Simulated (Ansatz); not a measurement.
This script drives Ansatz 0.2.0 through its Python package.

Script `run_edit.py`:
```python
"""Keys set on an Input object, for CdIn."""

import ansatz as az

FUNCTIONAL = "r2scan"
VDW = "d3bjatm"
CUTOFF_EV = 500
MESH = (8, 8, 4)
SIGMA = 0.2


def main() -> None:
    lattice = az.Lattice.of(
        (3.140115, 0.0, 0.0),
        (-1.570057, 2.719419, 0.0),
        (0.0, 0.0, 5.771848),
    )
    sites = [
        ("Cd", (0.0, 0.0, 0.5)),
        ("In", (2 / 3, 1 / 3, 0.0)),
    ]
    crystal = az.Crystal(lattice=lattice)
    for symbol, position in sites:
        crystal = crystal.atom(symbol, position)

    calc = (
        crystal.calculation()
        .functional(FUNCTIONAL, dispersion=VDW)
        .basis(CUTOFF_EV)
        .kpoints(mesh=MESH, center="monkhorst-pack")
        .occupations(az.OccupationsMethod.COLD, width=SIGMA)
        .band_table()
    )
    typed = calc.input()
    rows = []
    for value in [1, 2, 3]:
        edited = typed.set(az.key.basis.xc_grid, value)
        r = az.Session.from_dict(edited).plan().execute().report
        rows.append((value, r["free_energy_ev"], r["n_iterations"], len(r["eigenvalues_ev"][0]) if "eigenvalues_ev" in r else 0))
    for row in rows:
        print("; ".join(f"{name} = {round(v, 4) if isinstance(v, float) else v}" for name, v in zip(["xc grid", "F eV", "iterations", "bands listed"], row)))
    print(edited.to_yaml())


if __name__ == "__main__":
    main()
```

It is started by `python run_edit.py`. How long does it take on 1 thread of Intel(R) Xeon(R) Platinum 8488C (Sapphire Rapids) (shared host), and how much memory does it need?

It took about 19 s, with a peak of 0.48 GiB, for 3 runs of the engine.

```console
$ python run_edit.py
DeckWarning: crystal.symmetry: narrowed to the stabiliser of the k-point mesh — unitary ops 12 → 4; excluded 8 operations that carry a point of the 8×8×4 mesh (shift [0.5, 0.5, 0.5]) off the mesh (the run samples exactly the mesh kpoints.mp_grid names, as under crystal.symmetry.detect: false, and its converged state [...]
xc grid = 1; F eV = -13880.1963; iterations = 8; bands listed = 21
xc grid = 2; F eV = -13880.196; iterations = 8; bands listed = 21
xc grid = 3; F eV = -13880.1961; iterations = 8; bands listed = 21
crystal:
  lattice:
    - [3.140115, 0.0, 0.0]
    - [-1.570057, 2.719419, 0.0]
    - [0.0, 0.0, 5.771848]
  atoms:
    - { symbol: Cd, position: [0.0, 0.0, 0.5] }
    - { symbol: In, position: [0.6666666666666666, 0.3333333333333333, 0.0] }
basis:
  ecutwfc: 500.0
  xc_grid: 3
kpoints:
  mp_grid:
    grid: [8, 8, 4]
    shift: [0.5, 0.5, 0.5]
hamiltonian:
  xc: r2scan
  dispersion: d3bjatm
scf:
  occupations:
    method: cold
    width: 0.2
output:
  eigenvalues: true
```
(Warnings from the package without file and line, shortened, repeats left out.)

What to keep in mind:
- These settings explore the input space; cutoff and mesh may be short of convergence.
- Dispersion corrections can be off by several per cent in the lattices of metals, and by several GPa in the pressure at a fixed cell.
- For a metal this k-point mesh is coarse: on a finer one energies can move by several to tens of meV an atom and pressures by half a GPa or more, differences at one mesh by less.
- This cell is a computed structure, which may not be the phase found in nature.
